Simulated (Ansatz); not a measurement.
Ta4NiO11:

```
Ta Ni O
1.0
     5.29285   -0.00032   -0.02518
    -0.04190    5.33569    0.02340
    -0.47620   -0.07999    7.89609
Ta Ni O
4 1 11
Direct
  0.52261 0.46364 0.51843
  0.55532 0.53163 0.98083
  0.02338 0.98832 0.50961
  0.04916 0.02484 0.01689
  0.06538 0.57998 0.26898
  0.96711 0.93834 0.23892
  0.21005 0.28324 0.42990
  0.27287 0.71995 0.06145
  0.33888 0.23820 0.03682
  0.30665 0.75341 0.45874
  0.50103 0.44858 0.74991
  0.70564 0.16332 0.48732
  0.73302 0.83358 0.94060
  0.85284 0.36497 0.07896
  0.81889 0.65561 0.47584
  0.07718 0.01239 0.74680
```

The cell was built by a generator and needn't be a form met in nature.

Base run:

```yaml
Program: Ansatz 0.2.0
Functional: revPBE
Potentials_or_basis: Ansatz PAW
Cutoff: "420 eV (not typed: the program's choice for these potentials)"
k_mesh: 5 × 5 × 4
Occupations: fermi-dirac, width 0.05 eV
Spin: collinear spin, ferromagnetic start
Starting_moments: "[0.0, 0.0, 0.0, 0.0, 1.0, 0.0, 0.0, 0.0, 0.0, 0.0, 0.0, 0.0, 0.0, 0.0, 0.0, 0.0] μB"
```

Its results: band gap on the k mesh 1.39 eV, indirect (least direct gap 1.48 eV); pressure 2.7 GPa; net moment 2.00 μB per cell; site moments Ta +0.00; Ni +1.52; O +0.09, +0.04, +0.06, +0.00, +0.07, +0.05 μB; largest force 0.088 eV/Å.

Problem. The run is repeated on the same cell with these changes: functional from revPBE to HSE06; k mesh from 5 × 5 × 4 to 2 × 2 × 2. What comes out?

Solution. Band gap on the k mesh 4.42 eV, direct; pressure -5.5 GPa; net moment 2.00 μB per cell; site moments Ta +0.00, -0.00; Ni +1.69; O +0.06, +0.03, +0.04, +0.00, +0.05 μB; largest force 0.499 eV/Å.

Several settings changed at once, so the effect can't be laid on one alone.

Caveats: some runs use coarse meshes; spin-orbit coupling is left out, which moves the levels of the heavy elements; a cell with one magnetic atom can't hold antiferromagnetic order, which such compounds often take; the PAW data sets come from PBE, with cores solved anew for the run's functional, which leaves a small shift of forces and pressure; the magnetic or orbital state may not be the lowest (some runs); the thresholds are loose for stress (some runs).
